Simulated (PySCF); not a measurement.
# SnH₂: one geometry, many levels of theory

How much do the numbers for SnH₂ (singlet) hang on the method? All levels run at one geometry, the PBE0 minimum.

Method: several methods, basis Sn def2-TZVP with ECP28, H def2-TZVP, scalar-relativistic core potentials, no spin–orbit coupling, density fitting; program: PySCF 2.14.0.

### Step 1. The starting structure

3 atoms, charge 0, spin multiplicity 1.

Bond lengths: Sn1–H2 1.773 Å, Sn1–H3 1.773 Å. Angles: H2–Sn1–H3 90.6°.

```xyz
3
charge 0 multiplicity 1
Sn    0.0000    0.0000   -0.0206
H     1.2598    0.0000    1.2263
H    -1.2598    0.0000    1.2263
```

### Step 2. PBE0

The steps are one call of a driver around PySCF; scf.py gives each level's set-up. Each SCF starts from the density of the minimum. The driver also runs the species with one electron less or more at the same geometry (cation multiplicity 2, anion multiplicity 2); their logs are not shown.

scf.py reads:

```python
from pyscf import gto, scf, dft
mol = gto.M(atom='''
Sn     0.000000     0.000000    -0.020616
H      1.259764    -0.000000     1.226328
H     -1.259764     0.000000     1.226328''',
    basis={'Sn': 'def2-TZVP', 'H': 'def2-TZVP'},
    ecp={'Sn': 'def2-TZVP'},
    charge=0, spin=0)
mf = dft.RKS(mol, xc='PBE0')
mf.grids.atom_grid = (99, 590)
aux = {'Sn': 'def2-universal-JKFIT', 'H': 'def2-universal-JKFIT'}
mf = mf.density_fit(auxbasis=aux)
mf.kernel()
```

### Step 3. CCSD(T)

Changes to scf.py since step 2:

```diff
@@ -9,2 +9 @@
-mf = dft.RKS(mol, xc='PBE0')
-mf.grids.atom_grid = (99, 590)
+mf = scf.RHF(mol)
@@ -13,0 +13,3 @@
+from pyscf import cc
+mycc = cc.CCSD(mf, frozen=4).run()
+mycc.ccsd_t()
```

### Step 4. HF

Changes to scf.py since step 3:

```diff
@@ -13,3 +12,0 @@
-from pyscf import cc
-mycc = cc.CCSD(mf, frozen=4).run()
-mycc.ccsd_t()
```

### Step 5. PBE

Changes to scf.py since step 4:

```diff
@@ -9 +9,2 @@
-mf = scf.RHF(mol)
+mf = dft.RKS(mol, xc='PBE')
+mf.grids.atom_grid = (99, 590)
```

### Step 6. r2SCAN

Changes to scf.py since step 5:

```diff
@@ -9 +9 @@
-mf = dft.RKS(mol, xc='PBE')
+mf = dft.RKS(mol, xc='R2SCAN')
```

### Step 7. B3LYP

Changes to scf.py since step 6:

```diff
@@ -9 +9 @@
-mf = dft.RKS(mol, xc='R2SCAN')
+mf = dft.RKS(mol, xc='B3LYP')
```

### Step 8. TPSSh

Changes to scf.py since step 7:

```diff
@@ -9 +9 @@
-mf = dft.RKS(mol, xc='B3LYP')
+mf = dft.RKS(mol, xc='TPSSH')
```

### Step 9. MP2

Changes to scf.py since step 8:

```diff
@@ -9,2 +9 @@
-mf = dft.RKS(mol, xc='TPSSH')
-mf.grids.atom_grid = (99, 590)
+mf = scf.RHF(mol)
@@ -13,0 +13,2 @@
+from pyscf.mp import dfmp2
+dfmp2.DFMP2(mf, frozen=4).kernel()  # the driver gives MP2 a fitting basis of its own (RI)
```

### Step 10. PBEsol

Changes to scf.py since step 9:

```diff
@@ -9 +9,2 @@
-mf = scf.RHF(mol)
+mf = dft.RKS(mol, xc='PBEsol')
+mf.grids.atom_grid = (99, 590)
@@ -13,2 +13,0 @@
-from pyscf.mp import dfmp2
-dfmp2.DFMP2(mf, frozen=4).kernel()  # the driver gives MP2 a fitting basis of its own (RI)
```

### Step 11. TPSS

Changes to scf.py since step 10:

```diff
@@ -9 +9 @@
-mf = dft.RKS(mol, xc='PBEsol')
+mf = dft.RKS(mol, xc='TPSS')
```

(Steps that only read results are left out.)

Q: Predict the outcome of this session. Wanted: atomisation energy, CCSD(T) in this basis; vertical ionisation energy, CCSD(T); vertical electron affinity, CCSD(T); gap, range; T1, D1; T1, D1 of the cation; T1, D1 of the anion.

As calculated:

| quantity | value |
| --- | --- |
| atomisation energy, CCSD(T) in this basis | 511 kJ/mol |
| vertical ionisation energy, CCSD(T) | 8.94 eV |
| vertical electron affinity, CCSD(T) | 1.00 eV |
| gap, range | 1.88 (PBEsol) to 8.48 (HF) eV |
| T1, D1 | 0.015, 0.043 |
| T1, D1 of the cation | 0.019, 0.067 |
| T1, D1 of the anion | 0.017, 0.055 |

In words: The functionals' atomisation energies stand +7 kJ/mol (PBE0) to +48 kJ/mol (TPSS) from CCSD(T); part of that is the slow basis convergence of CCSD(T), which would bind more at its limit. HF lacks the correlation that pairing electrons in bonds brings, so it binds too weakly, by 154 kJ/mol even against this CCSD(T). For the vertical ionisation energy, TPSSh comes nearest to CCSD(T) (-0.02 eV) and HF is farthest (-0.90 eV). CCSD(T) took 19 s, about 3 times as long as TPSSh (5.9 s), which misses it by 0.02 eV. For the vertical electron affinity, MP2 comes nearest to CCSD(T) (-0.01 eV) and HF is farthest (-0.34 eV). The PBE orbital energy is a poor guide to ionisation (5.7 eV, 3.3 eV too small); the difference of PBE energies gives 8.9 eV. Without diffuse functions electron affinities tend to come out too low.
